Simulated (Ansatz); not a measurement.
**C3H5BSi: how energies converge with the basis set**

How large a basis does C3H5BSi need? Two functionals are run in growing sets.

The runs use Ansatz 0.2.0, Gaussian basis; one geometry, several basis sets.

The runs, in order: PBE0-D4/def2-SVP; ωB97M-V/def2-SVP; PBE0-D4/def2-QZVPP; ωB97M-V/def2-QZVPP; the functionals' def2-TZVPP values are taken from earlier runs.

**1. Structure used throughout**

The geometry comes from an earlier relaxation with PBE0-D4 in a triple-zeta def2 set; it is a stationary point, not always the lowest conformer.

10 atoms, charge 0, spin multiplicity 1.

Atoms are counted from 1 here; the program's logs count them from 0.

Bond lengths: B1–C2 1.419 Å, B1–C3 1.661 Å, B1–H6 1.186 Å, C2–C3 1.383 Å, C2–H7 1.075 Å, C3–C4 1.355 Å, C3–Si5 1.957 Å, C4–Si5 1.760 Å, C4–H8 1.075 Å, Si5–H9 1.483 Å, Si5–H10 1.483 Å. Angles: C2–B1–C3 52.6°, C2–B1–H6 150.9°, C3–B1–H6 156.5°, B1–C2–C3 72.7°, B1–C2–H7 152.7°, C3–C2–H7 134.6°, B1–C3–C2 54.6°, B1–C3–C4 138.9°, B1–C3–Si5 77.9°, C2–C3–C4 166.5°, C2–C3–Si5 132.5°, C4–C3–Si5 61.1°, C3–C4–Si5 76.6°, C3–C4–H8 131.2°, Si5–C4–H8 152.2°, C3–Si5–C4 42.3°, C3–Si5–H9 120.0°, C3–Si5–H10 120.0° and more.

**2. PBE0-D4 in def2-SVP**

Contents of in.yaml:

```yaml
crystal:
  periodic: [false, false, false]
  atoms:
    - {symbol: B, position_ang: [-0.864940, 0.396558, -0.872079]}
    - {symbol: C, position_ang: [-0.590679, -0.908866, -1.354941]}
    - {symbol: C, position_ang: [0.185470, -0.717274, -0.226836]}
    - {symbol: C, position_ang: [1.044532, -0.827003, 0.815327]}
    - {symbol: Si, position_ang: [0.384708, 0.794425, 0.999391]}
    - {symbol: H, position_ang: [-1.439203, 1.431236, -0.951419]}
    - {symbol: H, position_ang: [-0.725481, -1.718648, -2.049430]}
    - {symbol: H, position_ang: [1.683130, -1.635039, 1.125012]}
    - {symbol: H, position_ang: [-0.700209, 1.119495, 1.956395]}
    - {symbol: H, position_ang: [1.105771, 2.013815, 0.561483]}
basis:
  gaussian: {orbitals: def2-SVP}
hamiltonian: {xc: pbe0, dispersion: d4}
output: {orbitals: {seedname: orbitals}}
```

Run with:

```console
$ ansatz run in.yaml --threads 2 --pin off --events-out ev --progress --plain --max-ram 4352MiB
```

Further steps of the session: ωB97M-V in def2-SVP; PBE0-D4 in def2-QZVPP; ωB97M-V in def2-QZVPP.

**Question.** What will the summary of the whole plan be? Wanted: PBE0-D4: double and triple zeta above quadruple; ωB97M-V: double and triple zeta above quadruple.

The runs gave:

| quantity | value |
| --- | --- |
| PBE0-D4: double and triple zeta above quadruple | 7.41, 0.49 eV |
| ωB97M-V: double and triple zeta above quadruple | 7.58, 0.44 eV |

What this shows: For PBE0-D4 the step from double to triple zeta gains 6.93 eV and the next only 0.49 eV. Total energies overstate the basis error of differences, where much of it tends to cancel. The LUMO of ωB97M-V is positive and keeps falling with the basis (1.90 to 1.07 eV): an unbound level that the basis holds in place.
